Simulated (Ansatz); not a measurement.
# SnH₄ (built from SMILES [SnH4]): functionals against CCSD(T) at one geometry

Aim: energy, forces and dipole at a displaced guess of a reacting structure, from CCSD(T) and from density functionals.

Program: Ansatz 0.2.0, Gaussian basis. Level of theory: single points in def2-TZVPP. These are calculated values, not measurements.

Cores are frozen in the correlated methods. Filled d shells of the heavier atoms are correlated. Core potentials replace the inner electrons past krypton, and spin-orbit coupling is left out.

**1. Starting geometry**

5 atoms, charge 0, spin multiplicity 1.

Atoms are counted from 1 here; the program's logs count them from 0.

Bond lengths: Sn1–H4 1.841 Å, Sn1–H5 1.822 Å. Angles: H4–Sn1–H5 89.2°.

Coordinates:

```mol
H4Sn
  3D, bonds by distance, orders not assigned

  5  2  0  0  0  0  0  0  0  0999 V2000
   -0.2788   -0.5412    0.9961 Sn  0  0
    0.8406    0.1427   -0.8371 H   0  0
    0.6047   -0.8717   -1.0174 H   0  0
   -1.6793    0.1408    0.0148 H   0  0
    0.5557    1.0745    0.8813 H   0  0
  1  4  8  0
  1  5  8  0
M  END
```

**2. CCSD(T)/def2-TZVPP**

run/in.yaml reads:

```yaml
crystal:
  periodic: [false, false, false]
  atoms:
    - {symbol: Sn, position_ang: [-0.278800, -0.541200, 0.996100]}
    - {symbol: H, position_ang: [0.840600, 0.142700, -0.837100]}
    - {symbol: H, position_ang: [0.604700, -0.871700, -1.017400]}
    - {symbol: H, position_ang: [-1.679300, 0.140800, 0.014800]}
    - {symbol: H, position_ang: [0.555700, 1.074500, 0.881300]}
basis:
  gaussian: {orbitals: def2-TZVPP}
correlation: {method: ccsd_t}
output: {forces: true}
```

No record of the launch command was kept for these runs.

**3. PBE0-D4/def2-TZVPP**

run/in.yaml: that of step 2 with these lines changed.

```diff
@@ -10,3 +10,3 @@
   gaussian: {orbitals: def2-TZVPP}
-correlation: {method: ccsd_t}
-output: {forces: true}
+hamiltonian: {xc: pbe0, dispersion: d4}
+output: {forces: true, orbitals: {seedname: orbitals}}
```

**4. wB97M-V/def2-TZVPP**

run/in.yaml: that of step 3 with these lines changed.

```diff
@@ -10,3 +10,3 @@
   gaussian: {orbitals: def2-TZVPP}
-hamiltonian: {xc: pbe0, dispersion: d4}
-output: {forces: true, orbitals: {seedname: orbitals}}
+hamiltonian: {xc: {name: wB97M-V}}
+output: {forces: true}
```

**5. r2SCAN-D4/def2-TZVPP**

run/in.yaml: that of step 4 with these lines changed.

```diff
@@ -10,3 +10,3 @@
   gaussian: {orbitals: def2-TZVPP}
-hamiltonian: {xc: {name: wB97M-V}}
+hamiltonian: {xc: r2scan, dispersion: d4}
 output: {forces: true}
```

**6. PBE-D4/def2-TZVPP**

run/in.yaml: that of step 5 with these lines changed.

```diff
@@ -10,3 +10,3 @@
   gaussian: {orbitals: def2-TZVPP}
-hamiltonian: {xc: r2scan, dispersion: d4}
+hamiltonian: {xc: pbe, dispersion: d4}
 output: {forces: true}
```

**7. r2SCAN0-D4/def2-TZVPP**

run/in.yaml: that of step 6 with these lines changed.

```diff
@@ -10,3 +10,3 @@
   gaussian: {orbitals: def2-TZVPP}
-hamiltonian: {xc: pbe, dispersion: d4}
+hamiltonian: {xc: {name: r2SCAN0}, dispersion: d4}
 output: {forces: true}
```

**8. LC-wPBE/def2-TZVPP**

run/in.yaml: that of step 7 with these lines changed.

```diff
@@ -10,3 +10,3 @@
   gaussian: {orbitals: def2-TZVPP}
-hamiltonian: {xc: {name: r2SCAN0}, dispersion: d4}
+hamiltonian: {xc: {name: LC-wPBE}}
 output: {forces: true}
```

(Steps that only read results are left out.)

Q: Predict the outcome of this session. Wanted: energy less free atoms, CCSD(T)/def2-TZVPP; RMS force component; RMS force error; HOMO and LUMO, PBE0-D4; T1 diagnostic.

The runs gave:

| quantity | value |
| --- | --- |
| energy less free atoms, CCSD(T)/def2-TZVPP | -219.5 kcal/mol |
| RMS force component | 1.129 to 1.412 eV/Å over the methods |
| RMS force error | PBE0-D4 0.103, wB97M-V 0.019, r2SCAN-D4 0.137, PBE-D4 0.262, r2SCAN0-D4 0.057, LC-wPBE 0.084 eV/Å |
| HOMO and LUMO, PBE0-D4 | -6.77 and -1.81 eV |
| T1 diagnostic | 0.016 |

Against CCSD(T) the functionals' energies less atoms differ by -3.3 to +7.9 kcal/mol, PBE-D4 by -3.3 kcal/mol. CCSD(T) in triple zeta still lacks some correlation energy of the bonds, so part of these gaps is its own basis error and they don't rank the functionals. The forces of wB97M-V come nearest to CCSD(T), those of PBE-D4 are farthest. Frozen-core CCSD(T) forces in triple zeta carry basis errors of their own, and this is one geometry, so small gaps rank nothing.
